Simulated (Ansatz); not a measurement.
# C3H6BrN: how energies converge with the basis set

An exercise on one series of results from a longer session: the logs are not shown, and one member is left open.

The runs use Ansatz 0.2.0, Gaussian basis; one geometry, several basis sets.

The runs, in order: PBE0-D4/def2-SVP; ωB97M-V/def2-SVP; PBE0-D4/def2-QZVPP; ωB97M-V/def2-QZVPP; the functionals' def2-TZVPP values are taken from earlier runs.

## The geometry

An earlier PBE0-D4 in a triple-zeta def2 set relaxation fixed the geometry.

SMILES `N/C=C/CBr`, 11 atoms, charge 0, spin multiplicity 1.

Atoms are counted from 1 here; the program's logs count them from 0.

Bond lengths: N1–C2 1.370 Å, N1–H6 1.007 Å, N1–H7 1.005 Å, C2–C3 1.339 Å, C2–H8 1.087 Å, C3–C4 1.464 Å, C3–H9 1.086 Å, C4–Br5 1.998 Å, C4–H10 1.088 Å, C4–H11 1.087 Å. Angles: C2–N1–H6 117.1°, C2–N1–H7 117.0°, H6–N1–H7 113.9°, N1–C2–C3 126.6°, N1–C2–H8 114.0°, C3–C2–H8 119.3°, C2–C3–C4 121.9°, C2–C3–H9 120.3°, C4–C3–H9 117.8°, C3–C4–Br5 112.6°, C3–C4–H10 112.9°, C3–C4–H11 113.9°, Br5–C4–H10 104.3°, Br5–C4–H11 102.5°, H10–C4–H11 109.9°.

The first run:

File in.yaml:

```yaml
crystal:
  periodic: [false, false, false]
  atoms:
    - {symbol: N, position_ang: [-0.862961, 1.200598, 1.500993]}
    - {symbol: C, position_ang: [-0.643830, 0.282269, 0.508030]}
    - {symbol: C, position_ang: [0.543324, -0.091766, 0.015621]}
    - {symbol: C, position_ang: [0.665990, -1.144155, -0.994124]}
    - {symbol: Br, position_ang: [1.112453, -0.423604, -2.803547]}
    - {symbol: H, position_ang: [-0.107531, 1.829428, 1.718447]}
    - {symbol: H, position_ang: [-1.771187, 1.628606, 1.533901]}
    - {symbol: H, position_ang: [-1.546727, -0.204649, 0.147978]}
    - {symbol: H, position_ang: [1.453589, 0.398879, 0.348801]}
    - {symbol: H, position_ang: [-0.260001, -1.694094, -1.145690]}
    - {symbol: H, position_ang: [1.482280, -1.838411, -0.809912]}
basis:
  gaussian: {orbitals: def2-SVP}
hamiltonian: {xc: pbe0, dispersion: d4}
output: {orbitals: {seedname: orbitals}}
```

Started as:

```
> ansatz run in.yaml --threads 4 --pin off --events-out ev --progress --plain --max-ram 10444MiB
```

Steps of the session up to this table: PBE0-D4 in def2-SVP; ωB97M-V in def2-SVP; PBE0-D4 in def2-QZVPP; ωB97M-V in def2-QZVPP.

One table of the session follows, with a row left open; its other results are not shown here.

It belongs to the step «Functionals by basis». 

```
functional       basis  HOMO (eV)  LUMO (eV)
   PBE0-D4    def2-SVP          ?          ?
   PBE0-D4  def2-TZVPP      -6.20      -0.29
   PBE0-D4  def2-QZVPP      -6.23      -0.38
   ωB97M-V    def2-SVP      -8.12       2.09
   ωB97M-V  def2-TZVPP      -8.30       1.73
   ωB97M-V  def2-QZVPP      -8.33       1.51
```

**Question.** Estimate the row for PBE0-D4, def2-SVP.

**Answer.** HOMO (eV): -6.03; LUMO (eV): -0.02. In the column «HOMO (eV)» it is the highest.
